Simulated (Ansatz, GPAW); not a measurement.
## A script for Ba2C (PBE in single-zeta orbitals)

These are simulated results from GPAW 26.7.0, not measurements. The cell was built from a prototype and was relaxed with r2SCAN in plane waves (Ansatz 0.2.0). Not every such cell is a known phase. All runs are without spin polarisation.

Space group Fm-3m (No. 225), cubic; a = 7.013 Å in the conventional setting, 28.75 Å³ an atom. C is surrounded by 8 Ba at 3.04 Å; Ba is surrounded by 4 C at 3.04 Å.

The basis is minimal: single zeta, one radial function for each shell that the log's basis lists. It describes the filled bands fairly and the empty ones poorly.

run.py reads:

```python
import json
from ase import Atoms
from gpaw import GPAW, PW, FermiDirac

atoms = Atoms(['C', 'Ba', 'Ba'],
              cell=[[0.0, 3.506649, 3.506649], [3.506649, 0.0, 3.506649], [3.506649, 3.506649, -0.0]],
              scaled_positions=[[-0.0, 0.0, 0.0], [0.25, 0.25, 0.25], [0.75, 0.75, 0.75]],
              pbc=True)
calc = GPAW(mode='lcao', basis='sz(dzp)', h=0.2, xc='PBE', kpts={'size': (4, 4, 4), 'gamma': True},
            occupations=FermiDirac(0.02), maxiter=100, legacy_gpaw=True, txt='gpaw.txt')
atoms.calc = calc
res = {'energy': atoms.get_potential_energy(force_consistent=True)}
res['electrons'] = calc.get_number_of_electrons()
res['k'] = calc.get_ibz_k_points().tolist()
res['levels'] = [calc.get_eigenvalues(kpt=i).tolist() for i in range(len(res['k']))]
points = [[0.0, 0.0, 0.0], [0.5, 0.0, 0.5], [0.625, 0.25, 0.625], [0.375, 0.375, 0.75], [0.5, 0.5, 0.5], [0.5, 0.25, 0.75], [0.0, 0.333333, -0.333333]]
bands = calc.fixed_density(kpts=points, symmetry='off', txt='bands.txt')
res['points'] = [bands.get_eigenvalues(kpt=i).tolist() for i in range(len(points))]
json.dump(res, open('results.json', 'w'))
print('free energy (eV):', round(res['energy'], 5))
```

Command: `python run.py`. It took 43 s on 1 thread of Arm Neoverse V2 (shared host), peak memory 0.19 GiB.

The log gpaw.txt, trimmed of paths, versions and times, then the last line on the terminal. An iter line gives the energy in eV and the logarithms of the changes of orbitals (plane waves alone) and density (c: converged):

```
___ ___ ___ _ _ _
 |   |   |_  | | | |

 | | | | | . | | | |

 |__ |  _|___|_____|  26.7.0
 |___|_|

Input parameters:
  basis: sz(dzp)
  h: 0.2
  kpts: {gamma: True,
         size: (4, 4, 4)}
  maxiter: 100
  mode: lcao
  occupations: {fixmagmom: False,
                name: fermi-dirac,
                width: 0.02}
  xc: PBE

System changes: positions, numbers, cell, pbc, initial_charges, initial_magmoms

Initialize ...

species:
  C:
    name:    Carbon
    Z:       6.0
    valence: 4
    core:    2
    charge:  0.0  # [|e|]
    compensation charges:
      type: gauss
      rc: 0.20  # [Å]
      lmax: 2
    cutoffs:
      filter: 1.14  # [Å]
      core: 1.14  # [Å]
    projectors
    | kind |    occ | energy [eV] | rcut [Å] |

    |------|--------|-------------|----------|

    |   2s |  2.000 |     -13.751 |    0.635 |

    |   2p |  2.000 |      -5.284 |    0.635 |

    |    s |        |      13.461 |    0.635 |

    |    p |        |      21.927 |    0.635 |

    |    d |        |       0.000 |    0.635 |

    LCAO basis set for C:
      Name: sz(dzp)
      Number of radial functions: 2
      Number of spherical harmonics: 4
        l=0, rc=5.5469 Bohr: 2s-sz confined orbital
        l=1, rc=6.6719 Bohr: 2p-sz confined orbital
      Number of RI-basis functions 0

  Ba:
    name:    Barium
    Z:       56.0
    valence: 10
    core:    46
    charge:  0.0  # [|e|]
    compensation charges:
      type: gauss
      rc: 0.37  # [Å]
      lmax: 2
    cutoffs:
      filter: 2.06  # [Å]
      core: 2.33  # [Å]
    projectors
    | kind |    occ | energy [eV] | rcut [Å] |

    |------|--------|-------------|----------|

    |   5s |  2.000 |     -33.644 |    1.164 |

    |   6s |  2.000 |      -3.229 |    1.164 |

    |   5p |  6.000 |     -18.744 |    1.164 |

    |    p |        |       0.000 |    1.164 |

    |    d |        |       0.000 |    1.164 |

    |    d |        |      27.211 |    1.164 |

    LCAO basis set for Ba:
      Name: sz(dzp)
      Number of radial functions: 5
      Number of spherical harmonics: 13
        l=0, rc=4.8906 Bohr: 5s-sz confined orbital
        l=0, rc=12.3125 Bohr: 6s-sz confined orbital
        l=1, rc=5.8125 Bohr: 5p-sz confined orbital
        l=1, rc=15.7188 Bohr: 6p-sz confined orbital
        l=2, rc=10.7812 Bohr: 5d-sz confined orbital
      Number of RI-basis functions 0

Reference energy: -443583.313138  # eV

Spin-paired calculation

Convergence criteria:
 Maximum [total energy] change in last 3 cyles: 0.0005 eV / valence electron
 Maximum integral of absolute [dens]ity change: 0.0001 electrons / valence electron
 Maximum integral of absolute [eigenst]ate change: 4e-08 eV^2 / valence electron
 Maximum number of scf [iter]ations: 100
 (Square brackets indicate name in SCF output, whereas a 'c' in
 the SCF output indicates the quantity has converged.)

Symmetries present (total): 48

  ( 1  0  0)  ( 1  0  0)  ( 1  0  0)  ( 1  0  0)  ( 1  0 -1)  ( 1  0 -1)
  ( 1  0 -1)  ( 1 -1  0)  ( 0  1  0)  ( 0  0  1)  ( 1  0  0)  ( 1 -1  0)
  ( 1 -1  0)  ( 1  0 -1)  ( 0  0  1)  ( 0  1  0)  ( 1 -1  0)  ( 1  0  0)

  ( 1  0 -1)  ( 1  0 -1)  ( 1 -1  0)  ( 1 -1  0)  ( 1 -1  0)  ( 1 -1  0)
  ( 0  1 -1)  ( 0  0 -1)  ( 1  0  0)  ( 1  0 -1)  ( 0 -1  1)  ( 0 -1  0)
  ( 0  0 -1)  ( 0  1 -1)  ( 1  0 -1)  ( 1  0  0)  ( 0 -1  0)  ( 0 -1  1)

  ( 0  1  0)  ( 0  1  0)  ( 0  1  0)  ( 0  1  0)  ( 0  1 -1)  ( 0  1 -1)
  ( 1  0  0)  ( 0  1 -1)  ( 0  0  1)  (-1  1  0)  ( 1  0 -1)  ( 0  1  0)
  ( 0  0  1)  (-1  1  0)  ( 1  0  0)  ( 0  1 -1)  ( 0  0 -1)  (-1  1  0)

  ( 0  1 -1)  ( 0  1 -1)  ( 0  0  1)  ( 0  0  1)  ( 0  0  1)  ( 0  0  1)
  ( 0  0 -1)  (-1  1  0)  ( 1  0  0)  ( 0  1  0)  ( 0 -1  1)  (-1  0  1)
  ( 1  0 -1)  ( 0  1  0)  ( 0  1  0)  ( 1  0  0)  (-1  0  1)  ( 0 -1  1)

  ( 0  0 -1)  ( 0  0 -1)  ( 0  0 -1)  ( 0  0 -1)  ( 0 -1  1)  ( 0 -1  1)
  ( 1  0 -1)  ( 0  1 -1)  ( 0 -1  0)  (-1  0  0)  ( 1 -1  0)  ( 0  0  1)
  ( 0  1 -1)  ( 1  0 -1)  (-1  0  0)  ( 0 -1  0)  ( 0 -1  0)  (-1  0  1)

  ( 0 -1  1)  ( 0 -1  1)  ( 0 -1  0)  ( 0 -1  0)  ( 0 -1  0)  ( 0 -1  0)
  ( 0 -1  0)  (-1  0  1)  ( 1 -1  0)  ( 0  0 -1)  ( 0 -1  1)  (-1  0  0)
  ( 1 -1  0)  ( 0  0  1)  ( 0 -1  1)  (-1  0  0)  ( 1 -1  0)  ( 0  0 -1)

  (-1  1  0)  (-1  1  0)  (-1  1  0)  (-1  1  0)  (-1  0  1)  (-1  0  1)
  ( 0  1  0)  ( 0  1 -1)  (-1  0  1)  (-1  0  0)  ( 0  0  1)  ( 0 -1  1)
  ( 0  1 -1)  ( 0  1  0)  (-1  0  0)  (-1  0  1)  ( 0 -1  1)  ( 0  0  1)

  (-1  0  1)  (-1  0  1)  (-1  0  0)  (-1  0  0)  (-1  0  0)  (-1  0  0)
  (-1  1  0)  (-1  0  0)  ( 0  0 -1)  ( 0 -1  0)  (-1  1  0)  (-1  0  1)
  (-1  0  0)  (-1  1  0)  ( 0 -1  0)  ( 0  0 -1)  (-1  0  1)  (-1  1  0)

64 k-points: 4 x 4 x 4 Monkhorst-Pack grid + [1/8,1/8,1/8]
8 k-points in the irreducible part of the Brillouin zone
       k-points in crystal coordinates                weights
   0:     0.00000000    0.00000000    0.00000000          1/64
   1:     0.25000000    0.25000000    0.00000000          6/64
   2:     0.25000000    0.25000000    0.25000000          8/64
   3:     0.50000000    0.25000000   -0.25000000          6/64
   4:     0.50000000    0.25000000    0.25000000         12/64
   5:     0.50000000    0.50000000    0.00000000          3/64
   6:     0.50000000    0.50000000    0.25000000         24/64
   7:     0.50000000    0.50000000    0.50000000          4/64

Wave functions: LCAO
  Diagonalizer: Serial LAPACK
  Atomic Correction: dense with blas
  Data-type: complex

Occupation numbers: Fermi-Dirac:
  width: 0.0200  # eV

Eigensolver
   LCAO using direct dense diagonalizer

Densities:
  Coarse grid: 20*20*20 grid
  Fine grid: 40*40*40 grid
  Total Charge: 0.000000

Density mixing:
  Method: separate
  Backend: msr1
  Linear mixing parameter: 0.05
  old densities: 10
  Width of damping distribution: 1.1
  Damping of long wavelength oscillations: 20

Hamiltonian:
  XC and Coulomb potentials evaluated on a 40*40*40 grid
  Using the PBE Exchange-Correlation functional
  Interpolation: tri-quintic (5. degree polynomial)
  Poisson solver: FastPoissonSolver using
    Stencil: 12*3+1=37 point O(h^6) finite-difference Laplacian
    FFT axes: [np.int64(0), np.int64(1), np.int64(2)]
    FST axes: []

XC parameters: PBE with 2 nearest neighbor stencil

Memory estimate:
  Process memory now: 116.35 MiB
  Calculator: 28.95 MiB
    Density: 8.71 MiB
      Arrays: 1.59 MiB
      Localized functions: 5.91 MiB
      Mixer: 1.22 MiB
    Hamiltonian: 1.49 MiB
      Arrays: 1.04 MiB
      XC: 0.00 MiB
      Poisson: 0.00 MiB
      vbar: 0.45 MiB
    Wavefunctions: 18.75 MiB
      C [qnM]: 0.05 MiB
      S, T [2 x qmm]: 0.22 MiB
      P [aqMi]: 0.01 MiB
      BasisFunctions: 18.47 MiB
      Eigensolver: 0.00 MiB

Total number of cores used: 1

Number of atoms: 3
Number of atomic orbitals: 30
Number of bands in calculation: 14
Number of valence electrons: 24
Bands to converge: occupied
Positions:
   0 C      0.000000    0.000000    0.000000    ( 0.0000,  0.0000,  0.0000)
   1 Ba     1.753324    1.753324    1.753324    ( 0.0000,  0.0000,  0.0000)
   2 Ba     5.259974    5.259974    5.259974    ( 0.0000,  0.0000,  0.0000)

Unit cell:
           periodic     x           y           z      points  spacing
  1. axis:    yes    0.000000    3.506649    3.506649    20     0.2025
  2. axis:    yes    3.506649    0.000000    3.506649    20     0.2025
  3. axis:    yes    3.506649    3.506649   -0.000000    20     0.2025

  Lengths:   4.959151   4.959151   4.959151
  Angles:   60.000000  60.000000  60.000000

Effective grid spacing dv^(1/3) = 0.2209

iter:   1   -12.583718        c
iter:   2   -11.519488        c -0.82
iter:   3   -10.088495        c -0.90
iter:   4   -10.090578        c -1.33
iter:   5    -9.980568        c -1.35
iter:   6    -9.980264        c -2.31
iter:   7    -9.979754c       c -2.46
iter:   8    -9.979747c       c -3.55
iter:   9    -9.979745c       c -3.66
iter:  10    -9.979745c       c -4.17c

Converged after 10 iterations.

Energy contributions relative to reference atoms: (reference = -443583.313138)

Kinetic:         +1.653632
Potential:       +6.423068
External:        +0.000000
XC:             -18.448629
Entropy (-ST):   -0.002655
Local:           +0.393511
SIC:             +0.000000
--------------------------
Free energy:     -9.981072
Extrapolated:    -9.979745

Showing only first 2 kpts
 Kpt  Band  Eigenvalues  Occupancy
  0    10      6.52590    2.00000
  0    11      6.52601    2.00000
  0    12      8.68298    0.01524
  0    13      8.68298    0.01524

  1    10      7.53194    2.00000
  1    11      7.53237    2.00000
  1    12      9.07876    0.00000
  1    13      9.52679    0.00000

Fermi level: 8.58559

Gap: 0.001 eV
Transition (v -> c):
  (s=0, k=5, n=11, [0.50, 0.50, 0.00]) -> (s=0, k=5, n=12, [0.50, 0.50, 0.00])
No difference between direct/indirect transitions

free energy (eV): -9.98107
```

The gap in the log is over the mesh alone; results.json adds the listed points. PBE in single-zeta orbitals gives no gap (an overlap of 0.14 eV at the points read). On the same cell, plane-wave PBE (Ansatz, 6×6×6 k points and the special points) gives no gap (an overlap of 0.08 eV at the points read) and r2SCAN no gap at the points read; on shared hosts these took about 1.9 and 5.5 core-seconds on the 3-atom cell, against 43 for the script. Spin-orbit coupling, left out in all these runs, can cut or reorder the gap by tenths of an eV, up to about 1 eV with Pb or Bi.

The runs are scalar-relativistic, without spin-orbit coupling.
